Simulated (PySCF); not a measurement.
**Two attempts at IF (iodine monofluoride)**

Wanted: energy and gradient of IF (iodine monofluoride), MP2/LANL2DZ (core potential).

Program for the calculation: PySCF 2.14.0.

5 further runs of the same task are left out: 3 for a known fault of the program, 2 set aside as unsound or not needed.

## (1) The structure to begin with

IF has 2 atoms, charge 0, and is taken as a singlet. As SMILES, `FI`. Geometry: the measured bond length.

Bond lengths: F1–I2 1.910 Å.

## (2) Try one

File mol.sdf:

```

     RDKit          3D

  2  1  0  0  0  0  0  0  0  0999 V2000
    0.0000    0.0000    0.0000 F   0  0  0  0  0  0  0  0  0  0  0  0
    0.0000    0.0000    1.9098 I   0  0  0  0  0  0  0  0  0  0  0  0
  2  1  1  0
M  END
$$$$
```

File job.py:

```python
from pyscf import gto, mp
from rdkit import Chem

rd = Chem.MolFromMolFile('mol.sdf', removeHs=False, sanitize=False)
xyz = rd.GetConformer().GetPositions()
geom = [(a.GetSymbol(), tuple(x)) for a, x in zip(rd.GetAtoms(), xyz)]
for s, x in geom:
    print('%-2s %12.6f %12.6f %12.6f' % (s, *x))

mol = gto.Mole()
mol.atom = geom
mol.verbose = 4
mol.ecp = {'I': 'lanl2dz'}
mol.symmetry = True
mol.basis = 'lanl2dz'
mol.max_memory = 1860
mol.build()

myscf = mol.RHF()
myscf.max_cycle = 69
myscf.level_shift = 10.0
myscf.kernel()

pt = mp.MP2(myscf).run()
e_tot = pt.e_tot
print(f'total energy: {e_tot:.8f} hartree')
grad = pt.nuc_grad_method().kernel()
myscf.analyze()
```

Run with:

```sh
OMP_NUM_THREADS=1 python job.py
```

What it wrote:

```text
F      0.000000     0.000000     0.000000
I      0.000000     0.000000     1.909800

PySCF version 2.14.0

[INPUT] num. atoms = 2
[INPUT] num. electrons = 16
[INPUT] charge = 0
[INPUT] spin (= nelec alpha-beta = 2S) = 0
[INPUT] symmetry True subgroup None
[INPUT] Mole.unit = angstrom
[INPUT] Symbol           X                Y                Z      unit          X                Y                Z       unit  Magmom
[INPUT]  1 F      0.000000000000   0.000000000000   0.000000000000 AA    0.000000000000   0.000000000000   0.000000000000 Bohr   0.0
[INPUT]  2 I      0.000000000000   0.000000000000   1.909800000000 AA    0.000000000000   0.000000000000   3.608998952694 Bohr   0.0

nuclear repulsion = 17.4563641679548
point group symmetry = Coov
symmetry origin: [0.         0.         3.08511201]
symmetry axis x: [1. 0. 0.]
symmetry axis y: [0. 1. 0.]
symmetry axis z: [0. 0. 1.]
num. orbitals of irrep A1 = 9
num. orbitals of irrep E1x = 4
num. orbitals of irrep E1y = 4
number of shells = 9
number of NR pGTOs = 37
number of NR cGTOs = 17
basis = lanl2dz
ecp = {'I': 'lanl2dz'}

******** <class 'pyscf.scf.hf_symm.SymAdaptedRHF'> ********
method = SymAdaptedRHF
initial guess = minao
damping factor = 0
level_shift factor = 10.0
DIIS = <class 'pyscf.scf.diis.CDIIS'>
diis_start_cycle = 1
diis_space = 8
diis_damp = 0
SCF conv_tol = 1e-09
[... 50 lines left out ...]
SCF not converged.
SCF energy = -110.553233721928
[... 10 lines left out ...]
total energy: -110.70099055 hartree
[... 6 lines left out ...]
Total Energy =                        -110.553233721927526
Nuclear Repulsion Energy =              17.456364167954760
One-electron Energy =                 -192.931548724604113
Two-electron Energy =                   64.921950834721812
Two-electron Coulomb Energy =           76.983862807279692
DFT Exchange-Correlation Energy =      -12.061911972557880
[... 5 lines left out ...]
MO #1 (A1 #1), energy= -26.2936786753812 occ= 2
MO #2 (A1 #2), energy= -1.57165468858664 occ= 2
MO #3 (A1 #3), energy= -0.913171506660493 occ= 2
MO #4 (E1x #1), energy= -0.661017441971854 occ= 2
MO #5 (E1y #1), energy= -0.661017441971854 occ= 2
MO #6 (A1 #4), energy= -0.613203166279519 occ= 2
MO #7 (E1x #2), energy= -0.410370437825447 occ= 2
MO #8 (E1y #2), energy= -0.410370437825447 occ= 2
MO #9 (A1 #5), energy= 10.0056338463224 occ= 0
MO #10 (E1x #3), energy= 10.5067731102434 occ= 0
MO #11 (E1y #3), energy= 10.5067731102434 occ= 0
MO #12 (A1 #6), energy= 10.5135899249988 occ= 0
MO #13 (E1x #4), energy= 11.0775808977465 occ= 0
MO #14 (E1y #4), energy= 11.0775808977465 occ= 0
MO #15 (A1 #7), energy= 11.2031124596105 occ= 0
MO #16 (A1 #8), energy= 11.8036975279377 occ= 0
MO #17 (A1 #9), energy= 19.2084371307011 occ= 0
 ** Mulliken pop on meta-lowdin orthogonal AOs  **
 ** Mulliken pop  **
pop of  0 F 1s            2.00000
pop of  0 F 2s            1.97216
pop of  0 F 3s            0.00215
pop of  0 F 2px           1.99830
pop of  0 F 2py           1.99830
pop of  0 F 2pz           1.54759
pop of  0 F 3px           0.00168
pop of  0 F 3py           0.00168
pop of  0 F 3pz           0.00370
pop of  1 I 5s            1.64787
pop of  1 I 6s            0.27581
pop of  1 I 5px           1.78148
pop of  1 I 5py           1.78148
pop of  1 I 5pz           0.53849
pop of  1 I 6px           0.21854
pop of  1 I 6py           0.21854
pop of  1 I 6pz           0.01223
 ** Mulliken atomic charges  **
charge of    0F =     -0.52557
charge of    1I =      0.52557
Dipole moment(X, Y, Z, Debye):  0.00000,  0.00000,  3.19151
```

Wall time 1.1 s (1 thread of Arm Neoverse V2, shared host); peak memory 0.15 GiB.

## (3) What went wrong

No converged result was reached.

The telling line is `SCF not converged.`. What is wrong: the convergence aids are set badly. The sound input differs in these keys, not all of which need be the cause: level shift at its default in place of 10; iteration cap at its default in place of 69.

## (4) The mended input

mol.sdf is that of step 2.

File input.py:

```python
import pyscf.grad
from pyscf import gto, mp
from rdkit import Chem

rd = Chem.MolFromMolFile('mol.sdf', removeHs=False, sanitize=False)
xyz = rd.GetConformer().GetPositions()
geom = [(a.GetSymbol(), tuple(x)) for a, x in zip(rd.GetAtoms(), xyz)]
for s, x in geom:
    print('%-2s %12.6f %12.6f %12.6f' % (s, *x))

system = gto.M(
    atom=geom,
    max_memory=1860,
    verbose=4,
    ecp={'I': 'lanl2dz'},
    symmetry=True,
    basis='lanl2dz',
)

mf = system.RHF()
mf.kernel()

pt = mp.MP2(mf).run()
energy = pt.e_tot
print('E(%s) = %.9f' % ('MP2', energy))
grad = pt.Gradients().kernel()
dip = mf.dip_moment()
pop, q = mf.mulliken_pop()
```

Run with:

```sh
OMP_NUM_THREADS=1 python input.py
```

What it wrote:

```text
F      0.000000     0.000000     0.000000
I      0.000000     0.000000     1.909800

PySCF version 2.14.0

[INPUT] num. atoms = 2
[INPUT] num. electrons = 16
[INPUT] charge = 0
[INPUT] spin (= nelec alpha-beta = 2S) = 0
[INPUT] symmetry True subgroup None
[INPUT] Mole.unit = angstrom
[INPUT] Symbol           X                Y                Z      unit          X                Y                Z       unit  Magmom
[INPUT]  1 F      0.000000000000   0.000000000000   0.000000000000 AA    0.000000000000   0.000000000000   0.000000000000 Bohr   0.0
[INPUT]  2 I      0.000000000000   0.000000000000   1.909800000000 AA    0.000000000000   0.000000000000   3.608998952694 Bohr   0.0

nuclear repulsion = 17.4563641679548
point group symmetry = Coov
symmetry origin: [0.         0.         3.08511201]
symmetry axis x: [1. 0. 0.]
symmetry axis y: [0. 1. 0.]
symmetry axis z: [0. 0. 1.]
num. orbitals of irrep A1 = 9
num. orbitals of irrep E1x = 4
num. orbitals of irrep E1y = 4
number of shells = 9
number of NR pGTOs = 37
number of NR cGTOs = 17
basis = lanl2dz
ecp = {'I': 'lanl2dz'}

******** <class 'pyscf.scf.hf_symm.SymAdaptedRHF'> ********
method = SymAdaptedRHF
initial guess = minao
damping factor = 0
level_shift factor = 0
DIIS = <class 'pyscf.scf.diis.CDIIS'>
diis_start_cycle = 1
diis_space = 8
diis_damp = 0
SCF conv_tol = 1e-09
SCF conv_tol_grad = None
SCF max_cycles = 50
direct_scf = True
direct_scf_tol = 1e-13
Freeze 0 electrons in irreps []
    16 free electrons in irreps A1 E1x E1y
Set gradient conv threshold to 3.16228e-05
Initial guess from minao.
init E= -106.988241667532
HOMO (E1y) = -0.119336509492847  LUMO (A1) = 0.0180661271620242  gap/eV = 3.73892
cycle= 1 E= -110.487206961284  delta_E= -3.5  |g|= 0.559  |ddm|= 3.42
HOMO (E1y) = -0.416432954182939  LUMO (A1) = -0.000488380457015936  gap/eV = 11.31843
cycle= 2 E= -110.527579437643  delta_E= -0.0404  |g|= 0.389  |ddm|= 0.642
HOMO (E1y) = -0.42165337921716  LUMO (A1) = -0.00919678286903824  gap/eV = 11.22352
cycle= 3 E= -110.552672812634  delta_E= -0.0251  |g|= 0.0307  |ddm|= 0.243
HOMO (E1y) = -0.41116368431472  LUMO (A1) = 0.00562579335865898  gap/eV = 11.34142
cycle= 4 E= -110.553160073131  delta_E= -0.000487  |g|= 0.0128  |ddm|= 0.0357
HOMO (E1y) = -0.410642098509238  LUMO (A1) = 0.00553164706087728  gap/eV = 11.32466
cycle= 5 E= -110.553251347194  delta_E= -9.13e-05  |g|= 0.0015  |ddm|= 0.0229
HOMO (E1y) = -0.410351085733025  LUMO (A1) = 0.00570991880824145  gap/eV = 11.32160
cycle= 6 E= -110.553252526542  delta_E= -1.18e-06  |g|= 5.37e-05  |ddm|= 0.00288
HOMO (E1y) = -0.410370143863954  LUMO (A1) = 0.00567790482754305  gap/eV = 11.32124
cycle= 7 E= -110.553252527609  delta_E= -1.07e-09  |g|= 6.08e-06  |ddm|= 8.61e-05
HOMO (E1y) = -0.410369532101293  LUMO (A1) = 0.00567926477712  gap/eV = 11.32126
cycle= 8 E= -110.55325252763  delta_E= -2.19e-11  |g|= 3.21e-07  |ddm|= 1.3e-05
HOMO (E1y) = -0.410369377385441  LUMO (A1) = 0.00567927353327136  gap/eV = 11.32126
Extra cycle  E= -110.553252527631  delta_E= -8.53e-14  |g|= 1.24e-07  |ddm|= 4.3e-07
converged SCF energy = -110.553252527631

******** <class 'pyscf.mp.mp2.RMP2'> ********
nocc = 8, nmo = 17
E(RMP2) = -110.700849583602  E_corr = -0.147597055971233
E(SCS-RMP2) = -110.697307561325  E_corr = -0.144055033694294
E_corr(same-spin) = -0.038147807851367
E_corr(oppo-spin) = -0.109449248119866
E(MP2) = -110.700849584
--------------- RMP2 gradients ---------------
         x                y                z
0 F     0.0000000000     0.0000000000     0.0467595173
1 I     0.0000000000     0.0000000000    -0.0467595173
----------------------------------------------
Dipole moment(X, Y, Z, Debye):  0.00000,  0.00000,  3.25622
 ** Mulliken pop  **
pop of  0 F 1s            2.00017
pop of  0 F 2s            1.00006
pop of  0 F 3s            0.99345
pop of  0 F 2px           1.42828
pop of  0 F 2py           1.42828
pop of  0 F 2pz           1.04402
pop of  0 F 3px           0.56534
pop of  0 F 3py           0.56534
pop of  0 F 3pz           0.53953
pop of  1 I 5s            0.72315
pop of  1 I 6s            1.23730
pop of  1 I 5px           1.12350
pop of  1 I 5py           1.12350
pop of  1 I 5pz           0.38478
pop of  1 I 6px           0.88289
pop of  1 I 6py           0.88289
pop of  1 I 6pz           0.07754
 ** Mulliken atomic charges  **
charge of    0F =     -0.56445
charge of    1I =      0.56445
```

Wall time 0.84 s (1 thread of Arm Neoverse V2, shared host); peak memory 0.15 GiB.

## (5) What came out

At MP2/LANL2DZ (core potential):

| quantity | value |
| --- | --- |
| total energy | -110.70085 Eh |
| dipole moment (Hartree–Fock density) | 3.26 D |
| HOMO energy (Hartree–Fock orbitals) | -11.17 eV |
| LUMO energy (Hartree–Fock orbitals) | 0.15 eV |
| HOMO–LUMO gap (Hartree–Fock orbitals) | 11.32 eV |
| correlation energy | -147.6 mEh |
| largest force on an atom | 2.404 eV/Å |

In words: The largest force is 2.40 eV/Å: the shape isn't a stationary point for this species at this level.
